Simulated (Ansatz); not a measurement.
# ScTe2 (fluorite): other levels of theory at one geometry

How much do the gap and the pressure of ScTe2 (fluorite) depend on the functional and spin–orbit coupling? The start comes from a prototype table, not from a measured structure.

Program: Ansatz 0.2.0. Level of theory: DFT at several levels, plane waves, PAW. These are calculated values, not measurements.

1 further run of the same task is left out (set aside as unsound or not needed). Runs told in other sessions of the task aren't counted.

## Step 1: The starting structure

Symmetry: Fm-3m, No. 225, cubic system. The conventional cell has a = 7.126 Å, b = 7.126 Å, c = 7.126 Å, α = 90.00°, β = 90.00°, γ = 90.00°. Around Sc (site symmetry m-3m) lie 8 Te at 3.09 Å. Te (site symmetry -43m) has 4 Sc at 3.09 Å in its first shell of neighbours.

Coordinates:

```cif
data_structure
_symmetry_space_group_name_H-M 'P 1'
_symmetry_Int_Tables_number 1
_cell_length_a 5.0385
_cell_length_b 5.0385
_cell_length_c 5.0385
_cell_angle_alpha 60.000
_cell_angle_beta 60.000
_cell_angle_gamma 60.000
_cell_volume 90.45
loop_
_atom_site_label
_atom_site_type_symbol
_atom_site_fract_x
_atom_site_fract_y
_atom_site_fract_z
_atom_site_occupancy
Sc1 Sc 0.00000 0.00000 0.00000 1
Te1 Te 0.25000 0.25000 0.25000 1
Te2 Te 0.75000 0.75000 0.75000 1
```

This cell comes from an earlier session at PBE: 30.149 Å³/atom at -0.05 GPa, on a 8×8×8 mesh, a metal on this mesh.

Levels to run: PBE+SOC; r²SCAN; PBEsol; LDA. Hardware: 2 threads of Arm Neoverse V2, shared host.

## Step 2: PBE+SOC

File input.yaml:

```yaml
crystal:
  lattice:
    - [0.0, 3.5627719815, 3.5627719815]
    - [3.5627719815, 0.0, 3.5627719815]
    - [3.5627719815, 3.5627719815, 0.0]
  atoms:
    - { symbol: Sc, position: [0.0, 0.0, 0.0] }
    - { symbol: Te, position: [0.25, 0.25, 0.25] }
    - { symbol: Te, position: [0.75, 0.75, 0.75] }
basis:
  ecutwfc: 420
  ecutrho_ratio: 4
kpoints:
  mp_grid: { grid: [8, 8, 8] }
hamiltonian:
  xc: pbe
scf:
  occupations: { method: gaussian, width: 0.05 }
output:
  forces: true
  stress: true
  eigenvalues: true
  populations: true
  dos: { projected: true, de: 0.02 }
  write_density: true
  write_potential: true
  elf: true
  volumetric_format: npy
magnetization:
  noncollinear: true
  spin_orbit: true
```

On the command line:

```console
$ ansatz run input.yaml --threads 2 --pin off --max-ram 2662MiB --backend cpu --events-out ev --progress --plain --runs-dir out
```

The runs that follow: r²SCAN; PBEsol; LDA.

Before running it: what results should come out? Wanted: for each run, pressure.

The runs gave:

| level | mesh | gap on the mesh (eV) | pressure (GPa) | time |
| --- | --- | --- | --- | --- |
| PBE | 8×8×8 | metal | 0.0 | 16 s* |
| LDA | 8×8×8 | metal | -4.0 | 2.5 s |
| PBEsol | 8×8×8 | metal | -2.4 | 2.6 s |
| PBE+SOC | 8×8×8 | metal | 0.1 | 21 s* |
| r²SCAN | 8×8×8 | metal | -0.3 | 6.3 s |

Times are on 2 threads of Arm Neoverse V2, shared host. * Includes bands or densities of states.

The pressure runs from -4.0 GPa (LDA) to 0.1 GPa (PBE+SOC); a negative pressure means that level wants a smaller cell, a positive one a larger cell. Every level gives a metal. Total energies of different levels have different zeros and can't be compared.
